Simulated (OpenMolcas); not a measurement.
**HF/3-21G run of C5H12Si (vinyltrimethylsilane)**

Wanted: an optimisation with harmonic vibrations of C5H12Si (vinyltrimethylsilane). 

Program for the calculation: OpenMolcas 26.06.

## (1) Starting point

The species is C5H12Si (18 atoms), meant as a singlet with charge 0. SMILES: `C=C[Si](C)(C)C`. Geometry: relaxed at PBE0-D4/def2-TZVP. This is one conformer, not always the lowest. The run starts from this shape.

Some bond lengths: C1–C2 1.330 Å, C2–Si3 1.869 Å, Si3–C4 1.873 Å, Si3–C5 1.875 Å, Si3–C6 1.875 Å, C1–H7 1.087 Å, C1–H8 1.087 Å, C2–H9 1.091 Å, C4–H10 1.093 Å, C4–H11 1.093 Å, C4–H12 1.093 Å, C5–H13 1.093 Å, C5–H14 1.094 Å, C5–H15 1.093 Å, C6–H16 1.093 Å, C6–H17 1.093 Å. Some angles: C1–C2–Si3 124.8°, C2–Si3–C4 109.7°, C2–Si3–C5 108.9°, C2–Si3–C6 108.9°, C4–Si3–C5 110.1°, C4–Si3–C6 110.1°, C5–Si3–C6 109.2°, C1–C2–H9 117.2°, Si3–C2–H9 118.0°, C2–C1–H7 122.5°.

## (2) An optimisation with harmonic vibrations at HF/3-21G

File coord.xyz:

```xyz
18

C     -2.463470    -0.560850     0.441110
C     -1.600000     0.041460    -0.372240
Si     0.250010     0.097990    -0.111240
C      0.693770    -0.817270     1.461280
C      0.791320     1.889350     0.012330
C      1.095130    -0.702450    -1.581740
H     -3.533840    -0.570330     0.252000
H     -2.138230    -1.076560     1.340760
H     -2.008990     0.536650    -1.254490
H      0.218540    -0.365270     2.335650
H      1.775050    -0.792910     1.621980
H      0.389440    -1.865980     1.413780
H      0.321910     2.383320     0.866720
H      1.875770     1.963820     0.132240
H      0.516990     2.446350    -0.887640
H      0.807560    -1.752570    -1.676110
H      0.825840    -0.197420    -2.513330
H      2.183160    -0.657310    -1.481070
```

File mol.input:

```
>>> EXPORT MOLCAS_PRINT=2

&GATEWAY
  BasLib=$CurrDir
  Coord=coord.xyz
  Basis=3-21G
  Group=NoSym
>>> EXPORT MOLCAS_MAXITER=50
>>> Do While

&SEWARD

&SCF
  PrOrbitals=0

&SLAPAF
>>> EndDo
>>> COPY $Project.Opt.xyz $CurrDir/final.xyz
>>> COPY $Project.slapaf.h5 $CurrDir/final.slapaf.h5

&MCKINLEY

&MCLR
  Thermochemistry
  1
  1.0
  298.15
  End of PT
```

The basis set 3-21G is read from a file made from the Basis Set Exchange's data (not shown).

Launch:

```sh
$ export MOLCAS_MEM=1860
$ pymolcas mol.input > mol.log
```

**Question.** What will come out? Wanted: total energy; dipole moment; HOMO energy; LUMO energy; HOMO–LUMO gap; lowest harmonic wavenumber; highest harmonic wavenumber; zero-point energy; ideal-gas entropy at 298.15 K and 1 atm.

**Answer.** As computed:

At HF/3-21G:

| quantity | value |
| --- | --- |
| total energy | -482.67560 Eh |
| dipole moment | 0.12 D |
| HOMO energy | -10.00 eV |
| LUMO energy | 4.41 eV |
| HOMO–LUMO gap | 14.41 eV |
| lowest harmonic wavenumber | 78 cm⁻¹ |
| highest harmonic wavenumber | 3363 cm⁻¹ |
| zero-point energy | 433.1 kJ/mol |
| ideal-gas entropy at 298.15 K and 1 atm (symmetry number 1 as used) | 93.5 cal/(mol K) |

At the final geometry: Some bond lengths: C1–C2 1.322 Å, C2–Si3 1.904 Å, Si3–C4 1.916 Å, Si3–C5 1.918 Å, Si3–C6 1.918 Å, C1–H7 1.076 Å, C1–H8 1.075 Å, C2–H9 1.081 Å, C4–H10 1.086 Å, C4–H11 1.087 Å, C4–H12 1.086 Å, C5–H13 1.086 Å, C5–H14 1.087 Å, C5–H15 1.087 Å, C6–H16 1.086 Å, C6–H17 1.087 Å. Some angles: C1–C2–Si3 125.0°, C2–Si3–C4 109.8°, C2–Si3–C5 109.3°, C2–Si3–C6 109.3°, C4–Si3–C5 109.7°, C4–Si3–C6 109.7°, C5–Si3–C6 109.1°, C1–C2–H9 117.8°, Si3–C2–H9 117.3°, C2–C1–H7 122.4°. All 48 modes are real, so the shape is a minimum at this level.
